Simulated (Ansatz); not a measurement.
# Mg27SeO26 (Periclase): the cost of one run

Program: Ansatz 0.2.0. Level of theory: DFT, PBE, plane-wave PAW, default files, scalar-relativistic, as far as a step names no other. These are calculated values, not measurements.

The COD entry's cell or inner coordinates are ideal or old and differ from later refinements, so a difference from it is no clean test against experiment.

## (1) The starting structure

It takes space group Fm-3m (No. 225, cubic). The conventional cell has a = 12.651 Å, b = 12.651 Å, c = 12.651 Å, α = 90.00°, β = 90.00°, γ = 90.00°. Mg (site symmetry 3m) is surrounded by 6 O at 2.11 Å. Around Mg (site symmetry 4mm) lie 5 O at 2.11 Å and 1 Se at 2.11 Å. Mg (site symmetry mm2) is surrounded by 6 O at 2.11 Å. Mg (site symmetry m-3m) is surrounded by 6 O at 2.11 Å. Around Se (site symmetry m-3m) lie 6 Mg at 2.11 Å. O (site symmetry mm2) has 6 Mg at 2.11 Å as nearest neighbours. Around O (site symmetry 3m) lie 6 Mg at 2.11 Å. O (site symmetry 4mm) is surrounded by 6 Mg at 2.11 Å.

Coordinates:

```cif
data_structure
_symmetry_space_group_name_H-M 'Fm-3m'
_symmetry_Int_Tables_number 225
_cell_length_a 12.6510
_cell_length_b 12.6510
_cell_length_c 12.6510
_cell_angle_alpha 90.000
_cell_angle_beta 90.000
_cell_angle_gamma 90.000
_cell_volume 2024.76
loop_
_atom_site_label
_atom_site_type_symbol
_atom_site_symmetry_multiplicity
_atom_site_Wyckoff_symbol
_atom_site_fract_x
_atom_site_fract_y
_atom_site_fract_z
_atom_site_occupancy
Mg1 Mg 32 f 0.33333 0.83333 0.83333 1
Mg2 Mg 24 e 0.50000 0.00000 0.83333 1
Mg3 Mg 48 h 0.33333 0.16667 0.50000 1
Mg4 Mg 4 a 0.50000 0.00000 0.50000 1
Se1 Se 4 b 0.50000 0.50000 0.50000 1
O1 O 48 i 0.66667 0.66667 0.50000 1
O2 O 32 f 0.83333 0.66667 0.66667 1
O3 O 24 e 0.00000 0.00000 0.83333 1
```

Atom 28 of the input is the impurity.

## (2) Single point at the given positions

The input, input.yaml:

```yaml
crystal:
  lattice:
    - [0.0, 6.3255, 6.3255]
    - [6.3255, 0.0, 6.3255]
    - [6.3255, 6.3255, 0.0]
  atoms:
    - { symbol: Mg, position: [0.0, 0.0, 0.0] }
    - { symbol: Mg, position: [0.0, 0.0, 0.3333333333] }
    - { symbol: Mg, position: [0.0, 0.0, 0.6666666667] }
    - { symbol: Mg, position: [0.0, 0.3333333333, 0.0] }
    - { symbol: Mg, position: [0.0, 0.3333333333, 0.3333333333] }
    - { symbol: Mg, position: [0.0, 0.3333333333, 0.6666666667] }
    - { symbol: Mg, position: [0.0, 0.6666666667, 0.0] }
    - { symbol: Mg, position: [0.0, 0.6666666667, 0.3333333333] }
    - { symbol: Mg, position: [0.0, 0.6666666667, 0.6666666667] }
    - { symbol: Mg, position: [0.3333333333, 0.0, 0.0] }
    - { symbol: Mg, position: [0.3333333333, 0.0, 0.3333333333] }
    - { symbol: Mg, position: [0.3333333333, 0.0, 0.6666666667] }
    - { symbol: Mg, position: [0.3333333333, 0.3333333333, 0.0] }
    - { symbol: Mg, position: [0.3333333333, 0.3333333333, 0.3333333333] }
    - { symbol: Mg, position: [0.3333333333, 0.3333333333, 0.6666666667] }
    - { symbol: Mg, position: [0.3333333333, 0.6666666667, 0.0] }
    - { symbol: Mg, position: [0.3333333333, 0.6666666667, 0.3333333333] }
    - { symbol: Mg, position: [0.3333333333, 0.6666666667, 0.6666666667] }
    - { symbol: Mg, position: [0.6666666667, 0.0, 0.0] }
    - { symbol: Mg, position: [0.6666666667, 0.0, 0.3333333333] }
    - { symbol: Mg, position: [0.6666666667, 0.0, 0.6666666667] }
    - { symbol: Mg, position: [0.6666666667, 0.3333333333, 0.0] }
    - { symbol: Mg, position: [0.6666666667, 0.3333333333, 0.3333333333] }
    - { symbol: Mg, position: [0.6666666667, 0.3333333333, 0.6666666667] }
    - { symbol: Mg, position: [0.6666666667, 0.6666666667, 0.0] }
    - { symbol: Mg, position: [0.6666666667, 0.6666666667, 0.3333333333] }
    - { symbol: Mg, position: [0.6666666667, 0.6666666667, 0.6666666667] }
    - { symbol: Se, position: [0.1666666667, 0.1666666667, 0.1666666667] }
    - { symbol: O, position: [0.1666666667, 0.1666666667, 0.5] }
    - { symbol: O, position: [0.1666666667, 0.1666666667, 0.8333333333] }
    - { symbol: O, position: [0.1666666667, 0.5, 0.1666666667] }
    - { symbol: O, position: [0.1666666667, 0.5, 0.5] }
    - { symbol: O, position: [0.1666666667, 0.5, 0.8333333333] }
    - { symbol: O, position: [0.1666666667, 0.8333333333, 0.1666666667] }
    - { symbol: O, position: [0.1666666667, 0.8333333333, 0.5] }
    - { symbol: O, position: [0.1666666667, 0.8333333333, 0.8333333333] }
    - { symbol: O, position: [0.5, 0.1666666667, 0.1666666667] }
    - { symbol: O, position: [0.5, 0.1666666667, 0.5] }
    - { symbol: O, position: [0.5, 0.1666666667, 0.8333333333] }
    - { symbol: O, position: [0.5, 0.5, 0.1666666667] }
    - { symbol: O, position: [0.5, 0.5, 0.5] }
    - { symbol: O, position: [0.5, 0.5, 0.8333333333] }
    - { symbol: O, position: [0.5, 0.8333333333, 0.1666666667] }
    - { symbol: O, position: [0.5, 0.8333333333, 0.5] }
    - { symbol: O, position: [0.5, 0.8333333333, 0.8333333333] }
    - { symbol: O, position: [0.8333333333, 0.1666666667, 0.1666666667] }
    - { symbol: O, position: [0.8333333333, 0.1666666667, 0.5] }
    - { symbol: O, position: [0.8333333333, 0.1666666667, 0.8333333333] }
    - { symbol: O, position: [0.8333333333, 0.5, 0.1666666667] }
    - { symbol: O, position: [0.8333333333, 0.5, 0.5] }
    - { symbol: O, position: [0.8333333333, 0.5, 0.8333333333] }
    - { symbol: O, position: [0.8333333333, 0.8333333333, 0.1666666667] }
    - { symbol: O, position: [0.8333333333, 0.8333333333, 0.5] }
    - { symbol: O, position: [0.8333333333, 0.8333333333, 0.8333333333] }
kpoints:
  mp_grid: { grid: [3, 3, 3] }
scf:
  occupations: { method: fermi_dirac, width: 0.01 }
hamiltonian:
  xc: pbe
  pseudopotentials: { kind: paw }
output:
  forces: true
  stress: true
  populations: true
  efg:
    quadrupole_moments_barn: { Mg: 0.1994, O: -0.02558 }
    contact_densities: true
```

On the command line:

```
$ ansatz run input.yaml --threads 1 --pin off --max-ram 3072MiB --backend cpu --events-out ev --progress --plain --runs-dir out
```

Q: Estimate wall time and peak memory on 1 thread of Intel Xeon Platinum 8488C (Sapphire Rapids), shared host.

About 54 s, with a peak of 1.4 GiB.
